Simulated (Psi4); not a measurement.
# InHBr2 (SMILES [Br][InH][Br]): a chain of runs, part 2 of 2

Psi4 1.11. Earlier steps stand in the parts before.

## Step 3: A geometry optimisation at PBE0-D4/def2-TZVP (density fitting, core potential) (run 2)

The input, input.inp:

```
memory 3.3 GB

molecule m {
  0 1
  Br    -1.802069     0.931089    -1.152322
  In     0.162834     0.150110     0.172802
  Br     0.665139    -2.266192    -0.194715
  H      1.068162     1.169272     1.223210
  symmetry c1
}

set globals {
  basis def2-TZVP
  reference rks
  scf_type df
  geom_maxiter 50
  max_force_g_convergence 0.0002
}

e, wfn = opt("pbe0-d4", return_wfn=True)
print_variables()
```

Launch:

```sh
$ psi4 input.inp input.out -n 2
```

input.out:

```text
Psi4 1.11 release

gradient() will perform analytic gradient computation.

   => Loading Basis Set <=

    Name: DEF2-TZVP
    Role: ORBITAL
    Keyword: BASIS

    !!!  WARNING: ECP capability is in beta. Please check occupations closely.  !!!

   => PBE0-D4(BJ,EEQ)ATM: Empirical Dispersion <=

        a1 =       0.400856
        a2 =       5.029288
       alp =      16.000000
        s6 =       1.000000
        s8 =       1.200655
        s9 =       1.000000
        ga =       3.000000
        gc =       2.000000
        wf =       6.000000

         ---------------------------------------------------------
                                   SCF
                              RKS Reference
                        2 Threads,   3147 MiB Core
         ---------------------------------------------------------

  ==> Geometry <==

    Molecular point group: c1
    Full point group: C1

    Geometry (in Angstrom), charge = 0, multiplicity = 1:

       Center              X                  Y                   Z               Mass
    ------------   -----------------  -----------------  -----------------  -----------------
         BR          -1.546586767659     1.248670666659    -0.841023283578    78.918337600000
         IN           0.418316232341     0.467691666659     0.484100716422   114.903878776000
         BR           0.920621232341    -1.948610333341     0.116583716422    78.918337600000
         H            1.323644232341     1.486853666659     1.534508716422     1.007825032230

  Running in c1 symmetry.

  Rotational constants: A =      0.12577  B =      0.02480  C =      0.02071 [cm^-1]
  Rotational constants: A =   3770.43937  B =    743.47496  C =    621.01916 [MHz]
  Nuclear repulsion =  484.303967649393655

  Charge       = 0
  Multiplicity = 1
  Electrons    = 92
  Nalpha       = 46
  Nbeta        = 46

  ==> Algorithm <==

  SCF Algorithm Type is DF.
  DIIS enabled.
  MOM disabled.
  Fractional occupation disabled.
  Guess Type is SAD.
  Energy threshold   = 1.00e-08
  Density threshold  = 1.00e-08
  Integral threshold = 1.00e-12

  ==> Primary Basis <==

  Basis Set: DEF2-TZVP
    Blend: DEF2-TZVP
    Number of shells: 52
    Number of basis functions: 152
    Number of Cartesian functions: 175
    Spherical Harmonics?: true
    Max angular momentum: 3

  Core potential: DEF2-TZVP
    Number of shells: 4
    Number of ECP primitives: 18
    Number of ECP core electrons: 28
    Max angular momentum: 3

  ==> DFT Potential <==

   => LibXC <=

    Version 7.1.2

   => Composite Functional: PBE0-D4BJEEQATM <=

    PBE0-d4bjeeqatm Hyb-GGA Exchange-Correlation Functional

    Deriv               =              1
    GGA                 =           TRUE
    Meta                =          FALSE

    Exchange Hybrid     =           TRUE
    MP2 Hybrid          =          FALSE

   => Exchange Functionals <=

    0.7500   Perdew, Burke & Ernzerhof

   => Exact (HF) Exchange <=

    0.2500               HF

   => Correlation Functionals <=

    1.0000   Perdew, Burke & Ernzerhof

   => LibXC Density Thresholds  <==

    XC_HYB_GGA_XC_PBEH:  1.00E-15

   => Molecular Quadrature <=

    Radial Scheme          =       TREUTLER
    Pruning Scheme         =           NONE
    Nuclear Scheme         =       TREUTLER

    Blocking Scheme        =         OCTREE
    BS radius alpha        =              1
    Pruning alpha          =              1
    Radial Points          =             75
    Spherical Points       =            302
    Total Points           =          87150
    Total Blocks           =            744
    Max Points             =            256
    Max Functions          =            141
    Weights Tolerance      =       1.00E-15

   => Loading Basis Set <=

    Name: (DEF2-TZVP AUX)
    Role: JKFIT
    Keyword: DF_BASIS_SCF

  ==> Integral Setup <==

  DFHelper Memory: AOs need 0.133 GiB; user supplied 2.053 GiB.
  SCF_SUBTYPE=INCORE selected. In-core MEM_DF algorithm will be used.
  Using in-core AOs.

  ==> MemDFJK: Density-Fitted J/K Matrices <==

    J tasked:                   Yes
    K tasked:                   Yes
    wK tasked:                   No
    Memory [MiB]:              2102
    Algorithm:                 Core
    Schwarz Cutoff:           1E-12
    Mask sparsity (%):       7.0637
    Fitting Condition:        1E-10

   => Auxiliary Basis Set <=

  Basis Set: (DEF2-TZVP AUX)
    Blend: DEF2-UNIVERSAL-JKFIT
    Number of shells: 172
    Number of basis functions: 768
    Number of Cartesian functions: 1071
    Spherical Harmonics?: true
    Max angular momentum: 5

  Cached 100.0% of DFT collocation blocks in 0.252 [GiB].

  Minimum eigenvalue in the overlap matrix is 2.7696045656E-03.
  Reciprocal condition number of the overlap matrix is 6.5260388948E-04.
    Using symmetric orthogonalization.

  ==> Pre-Iterations <==

  SCF Guess: Superposition of Atomic Densities via on-the-fly atomic UHF (no occupation information).

   -------------------------
    Irrep   Nso     Nmo
   -------------------------
     A        152     152
   -------------------------
    Total     152     152
   -------------------------

  ==> Iterations <==

                           Total Energy        Delta E     RMS |[F,P]|

[... 1 line left out ...]
   @DF-RKS iter   1: -5337.81475660484648   -3.11295e+00   1.43310e-02 DIIS/ADIIS
[... 2 lines left out ...]
   @DF-RKS iter   4: -5338.55632484500347   -7.50012e-03   4.86782e-04 DIIS/ADIIS
[... 2 lines left out ...]
   @DF-RKS iter   7: -5338.55944749825449   -6.86426e-07   3.26674e-06 DIIS
[... 2 lines left out ...]
   @DF-RKS iter  10: -5338.55944764131345   -1.80989e-10   4.53634e-08 DIIS
[... 29 lines left out ...]
    Final Occupation by Irrep:
[... 10 lines left out ...]
    One-Electron Energy =               -8467.8559507656573260
[... 2 lines left out ...]
    Empirical Dispersion Energy =          -0.0033876115242797
[... 16 lines left out ...]
 Dipole X            :         22.7898120          -22.2997294            0.4900826
[... 80 lines left out ...]
    Weights Tolerance      =       1.00E-15
[... 52 lines left out ...]
	   Step    Total Energy     Delta E     Max Force     RMS Force      Max Disp      RMS Disp   ~
[... 87 lines left out ...]
    !!!  WARNING: ECP capability is in beta. Please check occupations closely.  !!!
[... 53 lines left out ...]
   @DF-RKS iter   1: -5338.55996924393276    4.04141e-02   1.33670e-04 DIIS/ADIIS
[... 2 lines left out ...]
   @DF-RKS iter   4: -5338.56024380429972   -3.17477e-06   5.72595e-06 DIIS
[... 2 lines left out ...]
   @DF-RKS iter   7: -5338.56024404387063   -5.74801e-10   5.72982e-08 DIIS
[... 8 lines left out ...]
    Final Occupation by Irrep:
[... 10 lines left out ...]
    One-Electron Energy =               -8489.1753370090664248
[... 2 lines left out ...]
    Empirical Dispersion Energy =          -0.0034593296897970
[... 16 lines left out ...]
 Dipole X            :         22.2754836          -21.8234458            0.4520378
[... 43 lines left out ...]
    Weights Tolerance      =       1.00E-15
[... 52 lines left out ...]
	   Step    Total Energy     Delta E     Max Force     RMS Force      Max Disp      RMS Disp
[... 99 lines left out ...]
                           Total Energy        Delta E     RMS |[F,P]|
[... 3 lines left out ...]
   @DF-RKS iter   2: -5338.56031415287816    2.23427e-06   3.48430e-05 DIIS
[... 2 lines left out ...]
   @DF-RKS iter   5: -5338.56032962536665   -1.13723e-08   1.62196e-07 DIIS
[... 2 lines left out ...]
   @DF-RKS iter   8: -5338.56032962561494   -2.72848e-12   1.98607e-09 DIIS
[... 13 lines left out ...]
  @DF-RKS Final Energy: -5338.56032962561494
[... 5 lines left out ...]
    Two-Electron Energy =                2803.6833198366985016
[... 2 lines left out ...]
    VV10 Nonlocal Energy =                  0.0000000000000000
[... 16 lines left out ...]
 Dipole Y            :         25.0789825          -24.5662981            0.5126844
[... 88 lines left out ...]
	                                 ==> Convergence Check <==
[... 8 lines left out ...]
	  Convergence Criteria              o    2.00e-04 *             o             o             o
[... 99 lines left out ...]
   @DF-RKS iter   0: -5338.56071094008621   -5.33856e+03   3.42461e-04
[... 2 lines left out ...]
   @DF-RKS iter   3: -5338.56018581157878   -1.01430e-05   1.47013e-06 DIIS
[... 2 lines left out ...]
   @DF-RKS iter   6: -5338.56018587419112   -2.37378e-10   7.80222e-08 DIIS
[... 8 lines left out ...]
    Final Occupation by Irrep:
[... 10 lines left out ...]
    One-Electron Energy =               -8485.3502611786916532
[... 2 lines left out ...]
    Empirical Dispersion Energy =          -0.0034473000705513
[... 16 lines left out ...]
 Dipole X            :         21.2591399          -20.8456898            0.4134501
[... 43 lines left out ...]
    Weights Tolerance      =       1.00E-15
[... 52 lines left out ...]
	   Step    Total Energy     Delta E     Max Force     RMS Force      Max Disp      RMS Disp
[... 88 lines left out ...]
                           Total Energy        Delta E     RMS |[F,P]|
[... 3 lines left out ...]
   @DF-RKS iter   2: -5338.56032097466596   -3.47694e-06   2.79593e-05 DIIS
[... 2 lines left out ...]
   @DF-RKS iter   5: -5338.56032952452369   -7.86531e-09   3.61777e-07 DIIS
[... 2 lines left out ...]
  Energy and wave function converged.
[... 37 lines left out ...]
    Nuclear Repulsion Energy =            492.7999179679678718
[... 2 lines left out ...]
    DFT Exchange-Correlation Energy =    -150.3805520303710637
[... 2 lines left out ...]
    Total Energy =                      -5338.5603295259843435
[... 16 lines left out ...]
 Dipole Z            :         25.9529916          -25.4206656            0.5323260
[... 24 lines left out ...]
  Nuclear repulsion =  492.799917967967872

   => Molecular Quadrature <=

    Radial Scheme          =       TREUTLER
    Pruning Scheme         =           NONE
    Nuclear Scheme         =       TREUTLER

    Blocking Scheme        =         OCTREE
    BS radius alpha        =              1
    Pruning alpha          =              1
    Radial Points          =             75
    Spherical Points       =            302
    Total Points           =          87132
    Total Blocks           =            745
    Max Points             =            255
    Max Functions          =            141
    Weights Tolerance      =       1.00E-15

  -Total Gradient:
     Atom            X                  Y                   Z
    ------   -----------------  -----------------  -----------------
       1       -0.000068391653     0.000018881564    -0.000075152991
       2       -0.000049461761    -0.000119188781     0.000011987429
       3       -0.000006158771    -0.000082578291    -0.000057630864
       4       -0.000021847741     0.000018933852    -0.000051539516

	total time  =          9 seconds =       0.15 minutes

    			-----------------------------------------

    			 OPTKING 3.0: for geometry optimizations

    			        with contributions from

    			-----------------------------------------

	                            ===> Fragment 1 <==

	 Z (Atomic Numbers)          Masses                          Geom
	      35.000000            78.918338         -2.87163275  2.31658110 -1.56378507
	      49.000000            114.903879         0.77654622  0.86934831  0.90125551
	      35.000000            78.918338          1.70947587 -3.61769226  0.21507543
	       1.000000             1.007825          2.46800449  2.76837391  2.85780615

	 - Coordinate -           - BOHR/RAD -       - ANG/DEG -
	 R(1,2)           =         4.634665           2.452559
	 R(2,3)           =         4.634084           2.452252
	 R(2,4)           =         3.208648           1.697943
[... 5 lines of this table left out ...]
	 O(4,2,1,3)       =        -0.001938          -0.111030

	        --- Internal Coordinate Step in ANG or DEG, aJ/ANG or AJ/DEG ---
	-------------------------------------------------------------------------------
	           Coordinate      Previous         Force          Change          New
	           ----------      --------        ------          ------        ------
	               R(1,2)       2.45256       -0.00050       -0.00028       2.45228
	               R(2,3)       2.45225       -0.00040       -0.00021       2.45204
	               R(2,4)       1.69794       -0.00031       -0.00015       1.69779
[... 5 lines of this table left out ...]
	           O(4,2,1,3)      -0.11103        0.00000        0.11264       0.00161
	-------------------------------------------------------------------------------

	                                 ==> Convergence Check <==

	Measures of convergence in internal coordinates in au.

	Criteria marked as inactive (o), active & met (*), and active & unmet ( ).

	----------------------------------------------------------------------------------------------
	   Step    Total Energy     Delta E     Max Force     RMS Force      Max Disp      RMS Disp
	----------------------------------------------------------------------------------------------
	  Convergence Criteria              o    2.00e-04 *             o             o             o
	----------------------------------------------------------------------------------------------
	     5   -5338.56032953   -1.44e-04 o    1.03e-04 *    5.53e-05 o    2.19e-03 o    1.27e-03 o  ~
	----------------------------------------------------------------------------------------------

Next Geometry in Ang
	Fragment 1 (Ang)

	   Br  -1.5196823148   1.2253538136  -0.8273494286
	   In   0.4115539039   0.4605599264   0.4761376349
	   Br   0.9041763303  -1.9140293212   0.1139821645
	    H   1.3059074400   1.4645969088   1.5127329891

    Final optimized geometry and variables:
    Molecular point group: c1
    Full point group: C1

    Geometry (in Angstrom), charge = 0, multiplicity = 1:

    BR          -1.519602607358     1.225881924277    -0.827519422036
    IN           0.410930560141     0.460039315031     0.476923879388
    BR           0.904615671974    -1.914400297664     0.113813014766
    H            1.306011734534     1.464960386002     1.512285887794

  Variable Map:
  ----------------------------------------------------------------------------
  "CURRENT ENERGY"                                  =>   -5338.560329525984
  "CURRENT REFERENCE ENERGY"                        =>   -5338.560329525984
  "DD SOLVATION ENERGY"                             =>       0.000000000000
  "DFT FUNCTIONAL TOTAL ENERGY"                     =>   -5338.556884791348
  "DFT TOTAL ENERGY"                                =>   -5338.560329525984
  "DFT VV10 ENERGY"                                 =>       0.000000000000
  "DFT XC ENERGY"                                   =>    -150.380552030371
  "DISPERSION CORRECTION ENERGY"                    =>      -0.003444734636
  "GRID ELECTRONS ALPHA"                            =>      45.999958285230
  "GRID ELECTRONS BETA"                             =>      45.999958285230
  "GRID ELECTRONS TOTAL"                            =>      91.999916570460
  "NUCLEAR REPULSION ENERGY"                        =>     492.799917967968
  "ONE-ELECTRON ENERGY"                             =>   -8484.815848643002
  "OPTIMIZATION ITERATIONS"                         =>       5.000000000000
  "PBE0-D4(BJ,EEQ)ATM DISPERSION CORRECTION ENERGY" =>      -0.003444734636
  "PCM POLARIZATION ENERGY"                         =>       0.000000000000
  "PE ENERGY"                                       =>       0.000000000000
  "SCF ITERATION ENERGY"                            =>   -5338.560329525984
  "SCF ITERATIONS"                                  =>       7.000000000000
  "SCF TOTAL ENERGY"                                =>   -5338.560329525984
  "TWO-ELECTRON ENERGY"                             =>    2803.839597914057
  "XC GRID RADIAL POINTS"                           =>      75.000000000000
  "XC GRID SPHERICAL POINTS"                        =>     302.000000000000
  "XC GRID TOTAL POINTS"                            =>   87132.000000000000

  Array Variable Map:
  ----------------------------------------------------------------------------
  "-D GRADIENT"                                     =>      -0.000227452952 ... 0.000093210543 4 by 3
  "CURRENT DIPOLE"                                  =>       0.458242632924 ... 0.532326030795 1 by 3
  "CURRENT GRADIENT"                                =>      -0.000068391653 ... -0.000051539516 4 by 3
  "DFT TOTAL GRADIENT"                              =>      -0.000068391653 ... -0.000051539516 4 by 3
  "DISPERSION CORRECTION GRADIENT"                  =>      -0.000227452952 ... 0.000093210543 4 by 3
  "PBE0-D4(BJ,EEQ)ATM DISPERSION CORRECTION GRADIENT" =>      -0.000227452952 ... 0.000093210543 4 by 3
  "SCF DIPOLE"                                      =>       0.458242632924 ... 0.532326030795 1 by 3
  "SCF TOTAL ENERGIES"                              =>   -5338.559470465525 ... -5338.560329525984 1 by 8
  "SCF TOTAL GRADIENT"                              =>      -0.000068391653 ... -0.000051539516 4 by 3

    Psi4 run time: 0:01:50.24

[set-up sections that repeat, and orbital energies of the middle runs, are left out above]
```

Standard output:

```text
Optimizer: Optimization complete!
```

Wall time 1.9 min (2 threads of Intel Xeon at 2.50GHz (Skylake/Cascade Lake), shared host); peak memory 0.77 GiB.

Steps, from the record of the run:

```
step  energy from the first frame kept (eV)  largest force (eV/Å)
   0                                 0.0000                0.5028
   1                                -0.0217                0.1386
   2                                -0.0240                0.0154
   3                                -0.0201                0.1343
   4                                -0.0240                0.0067
```

After the run. Bond lengths: Br1–In2 2.453 Å, In2–Br3 2.452 Å, In2–H4 1.698 Å. Angles: Br1–In2–Br3 112.5°, Br1–In2–H4 123.7°, Br3–In2–H4 123.9°.

Runs 3 to 9 aren't shown in full; the table further down has their settings and results.

## Step 4: A single-point energy at MP2/def2-QZVPP (density fitting, core potential, density fitting for correlation) (run 10)

The input, input.inp:

```
memory 3300 MB

molecule molecule1 {
  0 1
  Br
  In 1 2.452558
  Br 2 2.452252 1 112.46179
  H 2 1.697944 3 123.86447 1 -179.86627
  symmetry c1
}

set reference rhf
set scf_type df
set num_frozen_docc 22

energy('mp2/def2-QZVPP')
```

Launch:

```sh
$ psi4 -n 2 input.inp input.out
```

input.out, shortened:

```text
[...]
    !!!  WARNING: ECP capability is in beta. Please check occupations closely.  !!!
[...]
  Running in c1 symmetry.
[...]
  Nuclear repulsion =  492.799982789718115
[...]
  Multiplicity = 1
[...]
  Nalpha       = 46
  Nbeta        = 46
[...]
    Number of basis functions: 290
[...]
   @DF-RHF iter   1: -5334.20855049093734   -3.96934e+00   8.53549e-03 DIIS/ADIIS
[...]
   @DF-RHF iter  11: -5334.84391716459868   -5.45697e-11   6.63281e-09 DIIS
[...]
  @DF-RHF Final Energy: -5334.84391716459868
   => Energetics <=
    Nuclear Repulsion Energy =            492.7999827897181149
    One-Electron Energy =               -8486.1495434409662266
    Two-Electron Energy =                2658.5056434866496602
    Total Energy =                      -5334.8439171645986789
[...]
```

It took 28 s on 2 threads of Intel Xeon at 2.50GHz (Skylake/Cascade Lake), shared host; peak memory 0.99 GiB.

## Step 5: All runs side by side

```
run                                                                                  level  geom maxiter  max force g convergence   energy (Eh)  dipole moment (D)  HOMO energy (eV)  LUMO energy (eV)  wall time
  1                                      PBE-D4/def2-SVP (density fitting, core potential)            60                   0.0005  -5337.744038               2.09             -6.91             -2.88       76 s
  2                                    PBE0-D4/def2-TZVP (density fitting, core potential)            50                   0.0002  -5338.560330               2.21             -8.35             -2.03    1.9 min
  3                                    PBE0-D4/def2-TZVP (density fitting, core potential)             –                        –  -5338.560330               2.21                 –                 –    8.1 min
  4                                    PBE-D4/def2-TZVPP (density fitting, core potential)             –                        –  -5338.380355               2.05             -7.10             -2.77       35 s
  5                                 r2SCAN-D4/def2-TZVPP (density fitting, core potential)             –                        –  -5339.196091               2.20             -7.42             -2.54       57 s
  6                                  B3LYP-D4/def2-TZVPP (density fitting, core potential)             –                        –  -5339.282196               2.16             -8.08             -2.30       28 s
  7                                   PBE0-D4/def2-TZVPP (density fitting, core potential)             –                        –  -5338.560562               2.21             -8.35             -2.03       30 s
  8                                   wB97M-V/def2-TZVPP (density fitting, core potential)             –                        –  -5338.811288               2.26            -10.59             -0.49       60 s
  9  CCSD(T)/def2-TZVPP (density fitting, core potential, density fitting for correlation)             –                        –  -5335.602515                  –            -11.22              0.47     10 min
 10      MP2/def2-QZVPP (density fitting, core potential, density fitting for correlation)             –                        –  -5336.492285                  –            -11.22              0.42       28 s
```

## Step 6: Results

This closing draws on all 2 parts.

```
                                                            quantity           value
                                run 10, MP2/def2-QZVPP: total energy  -5336.49228 Eh
         run 10, MP2/def2-QZVPP: HOMO energy (Hartree–Fock orbitals)       -11.22 eV
         run 10, MP2/def2-QZVPP: LUMO energy (Hartree–Fock orbitals)         0.42 eV
       run 10, MP2/def2-QZVPP: HOMO–LUMO gap (Hartree–Fock orbitals)        11.64 eV
run 10, MP2/def2-QZVPP: correlation energy (22 core orbitals frozen)     -1648.4 mEh
```

**Reading.** Over runs 3, 4, 5, 6, 7, 8 the dipole moment (its size) runs from 2.05 D (PBE-D4/def2-TZVPP) to 2.26 D (wB97M-V/def2-TZVPP). Over runs 4, 5, 6, 7, 8 the HOMO–LUMO gap runs from 4.33 eV (PBE-D4/def2-TZVPP) to 10.10 eV (wB97M-V/def2-TZVPP). Totals of different functionals can't be ranked against each other. All runs together took 26 min, the longest 10 min.
